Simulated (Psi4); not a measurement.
# CH2GeN (SMILES N#[C][GeH2]): UM06-2X/def2-SVPD

What is the vertical electron affinity of CH2GeN at UM06-2X/def2-SVPD? 

The calculation is run with Psi4 1.11.

## (1) Starting point

CH2GeN: 5 atoms, total charge 0, spin state doublet. As SMILES, `N#[C][GeH2]`. Geometry: relaxed at PBE0-D4/def2-TZVP.

Bond lengths: N1–C2 1.154 Å, C2–Ge3 1.912 Å, Ge3–H4 1.534 Å, Ge3–H5 1.534 Å. Angles: N1–C2–Ge3 175.5°, C2–Ge3–H4 108.2°, C2–Ge3–H5 108.2°, H4–Ge3–H5 114.7°.

## (2) A single-point energy at UM06-2X/def2-SVPD

Contents of ch2gen.xyz:

```xyz
5
CH2GeN
N      1.590700    -1.029300     1.293200
C      0.838400    -0.535900     0.570400
Ge    -0.315900     0.241400    -0.740100
H     -1.658900    -0.498000    -0.695900
H     -0.404300     1.748400    -0.468900
```

Contents of ch2gen_ase.py:

```python
import numpy as np
from ase.calculators.psi4 import Psi4
from ase.io import read

mol = read('ch2gen.xyz')
calc = Psi4(atoms=mol, method='m06-2x', basis='def2-SVPD', memory='2200MB', num_threads=1, charge=0, multiplicity=2, label='psi4-calc', reference='uks')
calc.psi4.set_options({'puream': True, 'e_convergence': 1e-09, 'd_convergence': 1e-08, 'scf_type': 'pk', 'dft_radial_points': 99, 'dft_spherical_points': 590, 'maxiter': 100})
mol.calc = calc

print(f'energy: {mol.get_potential_energy():.6f} eV')
```

Started as:

```bash
$ python ch2gen_ase.py
```

psi4-calc.dat, cut to the lines that bear on the results:

```text
[...]
  Running in c1 symmetry.
[...]
  Nuclear repulsion =  137.584871191227109
[...]
  Multiplicity = 2
[...]
  Nalpha       = 24
  Nbeta        = 23
[...]
    Number of basis functions: 94
[...]
   @UKS iter   1: -2169.39297872764382   -2.83579e+00   2.45845e-02 DIIS/ADIIS
[...]
   @UKS iter  14: -2170.63875759970142   -2.13731e-11   5.33644e-09 DIIS
[...]
   @S^2 Observed:                7.540933574E-01
[...]
    Orbital Energies [Eh]
    ---------------------
    Alpha Occupied:
       1A   -401.004977     2A    -50.551078     3A    -45.092560
       4A    -45.090450     5A    -45.089786     6A    -14.776442
       7A    -10.584204     8A     -6.545003     9A     -4.712460
      10A     -4.708546    11A     -4.705899    12A     -1.446715
      13A     -1.445416    14A     -1.443186    15A     -1.441536
      16A     -1.441094    17A     -1.007920    18A     -0.691252
      19A     -0.516937    20A     -0.458089    21A     -0.441813
      22A     -0.430036    23A     -0.410290    24A     -0.300215
    Alpha Virtual:
      25A      0.016929    26A      0.019807    27A      0.028146
[...]
  @UKS Final Energy: -2170.63875759970142
   => Energetics <=
    Nuclear Repulsion Energy =            137.5848711912271085
    One-Electron Energy =               -3293.6960468934457822
    Two-Electron Energy =                1028.9855970877333675
    DFT Exchange-Correlation Energy =     -43.5131789852160153
    Empirical Dispersion Energy =           0.0000000000000000
    VV10 Nonlocal Energy =                  0.0000000000000000
    Total Energy =                      -2170.6387575997014210
[...]
 Multipole Moments:
 ------------------------------------------------------------------------------------
     Multipole            Electronic (a.u.)      Nuclear  (a.u.)        Total (a.u.)
 ------------------------------------------------------------------------------------
 L = 1.  Multiply by 2.5417464519 to convert [e a0] to [Debye]
 Dipole X            :         -2.4773695            1.5306108           -0.9467586
 Dipole Y            :          1.8463208           -1.2157286            0.6305922
 Dipole Z            :         -4.5712047            3.5658863           -1.0053184
 Magnitude           :                                                    1.5181118
[...]
```

The script printed:

```text
energy: -59066.089152 eV
```

Run time: 51 s. Hardware: 1 thread of Intel Xeon Platinum 8259CL at 2.50GHz (Skylake/Cascade Lake), shared host; peak memory 1.2 GiB.

## (3) The singlet anion at the same level

Contents of calc.dat:

```
memory 2200 mb

molecule {
  -1 1
  N      1.590700    -1.029300     1.293200
  C      0.838400    -0.535900     0.570400
  Ge    -0.315900     0.241400    -0.740100
  H     -1.658900    -0.498000    -0.695900
  H     -0.404300     1.748400    -0.468900
  units angstrom
  symmetry c1
  no_reorient
  no_com
}

set basis def2-SVPD
set puream true
set e_convergence 1e-09
set d_convergence 1e-08
set scf_type pk
set dft_radial_points 99
set dft_spherical_points 590

e, wfn = energy("m06-2x", return_wfn=True)
print_variables()
```

Started as:

```bash
$ psi4 -n 1 calc.dat calc.out
```

calc.out, cut to the lines that bear on the results:

```text
[...]
  Running in c1 symmetry.
[...]
  Nuclear repulsion =  137.584871191227109
[...]
  Multiplicity = 1
[...]
  Nalpha       = 24
  Nbeta        = 24
[...]
    Number of basis functions: 94
[...]
   @RKS iter   1: -2169.19611409969366   -2.63893e+00   2.54456e-02 DIIS/ADIIS
[...]
   @RKS iter  13: -2170.69988725845633   -4.54747e-12   3.34096e-09 DIIS
[...]
    Orbital Energies [Eh]
    ---------------------
    Doubly Occupied:
       1A   -400.727789     2A    -50.275250     3A    -44.815374
       4A    -44.814819     5A    -44.814527     6A    -14.564442
       7A    -10.384953     8A     -6.270464     9A     -4.437292
      10A     -4.435026    11A     -4.431716    12A     -1.174740
      13A     -1.172762    14A     -1.168379    15A     -1.166821
      16A     -1.165911    17A     -0.805299    18A     -0.445635
      19A     -0.295798    20A     -0.239735    21A     -0.236933
      22A     -0.226261    23A     -0.196195    24A     -0.025029
[...]
  @RKS Final Energy: -2170.69988725845633
   => Energetics <=
    Nuclear Repulsion Energy =            137.5848711912271085
    One-Electron Energy =               -3305.4136643558667856
    Two-Electron Energy =                1040.7657432789408176
    DFT Exchange-Correlation Energy =     -43.6368373727572418
    Empirical Dispersion Energy =           0.0000000000000000
    VV10 Nonlocal Energy =                  0.0000000000000000
    Total Energy =                      -2170.6998872584563287
[...]
 Multipole Moments:
 ------------------------------------------------------------------------------------
     Multipole            Electronic (a.u.)      Nuclear  (a.u.)        Total (a.u.)
 ------------------------------------------------------------------------------------
 L = 1.  Multiply by 2.5417464519 to convert [e a0] to [Debye]
 Dipole X            :         -8.4432165            7.5462433           -0.8969731
 Dipole Y            :          3.2288186           -2.7312212            0.4975974
 Dipole Z            :         23.6019013          -23.3819593            0.2199420
 Magnitude           :                                                    1.0490655
[...]
```

It took 34 s on 1 thread of Intel Xeon Platinum 8259CL at 2.50GHz (Skylake/Cascade Lake), shared host; peak memory 1.2 GiB.

## (4) What came out

Level: UM06-2X/def2-SVPD.

```
                                                            quantity           value
                                        doublet CH2GeN: total energy  -2170.63876 Eh
                                       doublet CH2GeN: dipole moment          3.86 D
                  doublet CH2GeN: HOMO energy (highest over α and β)        -8.17 eV
                   doublet CH2GeN: LUMO energy (lowest over α and β)        -3.51 eV
                                                doublet CH2GeN: ⟨S²⟩           0.754
                                         singlet anion: total energy  -2170.69989 Eh
                                          singlet anion: HOMO energy        -0.68 eV
                                          singlet anion: LUMO energy         4.81 eV
singlet anion: HOMO–LUMO gap (to an unbound level, set by the basis)         5.49 eV
                   vertical electron affinity (to the singlet anion)        1.663 eV
```

At fixed nuclei the extra electron is bound by 1.66 eV (38 kcal/mol).
